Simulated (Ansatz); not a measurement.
# Cs2TlBiI6: the cost of one run

All numbers are computed with the Python package of Ansatz 0.2.0. Level of theory: DFT LDA, plane waves, PAW.

### Step 1. The system

It takes space group Fm-3m (No. 225, cubic). Conventional cell: a = 12.852 Å, b = 12.852 Å, c = 12.852 Å, α = 90.00°, β = 90.00°, γ = 90.00°. Tl (site symmetry m-3m) is surrounded by 6 I at 3.33 Å. Bi (site symmetry m-3m) is surrounded by 6 I at 3.09 Å. I (site symmetry 4mm) is surrounded by 1 Bi at 3.09 Å and 1 Tl at 3.33 Å.

The script holds or builds the structure itself.

### Step 2. Script

deck_cs2tlbii6.py reads:

```python
'''Single point of Cs2TlBiI6 through the engine session.'''

import warnings

import ansatz as az


def main() -> None:
    warnings.simplefilter('ignore', az.DeckWarning)

    settings = {
        'crystal': {
            'lattice': [[0.0, 6.4259, 6.4259], [6.4259, 0.0, 6.4259], [6.4259, 6.4259, 0.0]],
            'atoms': [
                {'symbol': 'Cs', 'position': [0.75, 0.75, 0.75]},
                {'symbol': 'Cs', 'position': [0.25, 0.25, 0.25]},
                {'symbol': 'Tl', 'position': [0.5, 0.5, 0.5]},
                {'symbol': 'Bi', 'position': [0.0, 0.0, 0.0]},
                {'symbol': 'I', 'position': [0.759432, 0.240568, 0.240568]},
                {'symbol': 'I', 'position': [0.240568, 0.240568, 0.759432]},
                {'symbol': 'I', 'position': [0.240568, 0.759432, 0.759432]},
                {'symbol': 'I', 'position': [0.240568, 0.759432, 0.240568]},
                {'symbol': 'I', 'position': [0.759432, 0.240568, 0.759432]},
                {'symbol': 'I', 'position': [0.759432, 0.759432, 0.240568]},
            ],
        },
        'kpoints': {'mp_grid': {'kspacing': 0.4}},
        'hamiltonian': {'xc': 'lda'},
        'scf': {'occupations': {'method': 'gaussian', 'width': 0.01}},
        'basis': {'ecutwfc': '550 eV'},
        'output': {'forces': True, 'stress': True},
    }

    done = az.Session.from_dict(settings).plan().execute()
    report = done.report

    print('%-22s %14.5f eV' % ('F = E - TS', report['free_energy_ev']))
    print('%-22s %14.5f eV' % ('E', report['internal_energy_ev']))
    print('%-22s %14.5f eV' % ('Harris-Foulkes', report['harris_foulkes_ev']))
    print('%-22s %14.5f eV' % ('Fermi level', report['fermi_energy_ev']))

    # forces, one row an atom
    print('forces (eV/A)')
    for site, force in zip(done.lattice.sites, report['forces_ev_ang']):
        print(f'  {site.symbol:2s} {force[0]:9.4f} {force[1]:9.4f} {force[2]:9.4f}')


if __name__ == '__main__':
    main()
```

### Step 3. Launch

On the command line:

```console
python deck_cs2tlbii6.py
```

What time and memory should one allow on 1 thread of Intel Xeon 6975P-C (Granite Rapids), shared host?

About 9.6 s, with a peak of 1 GiB.
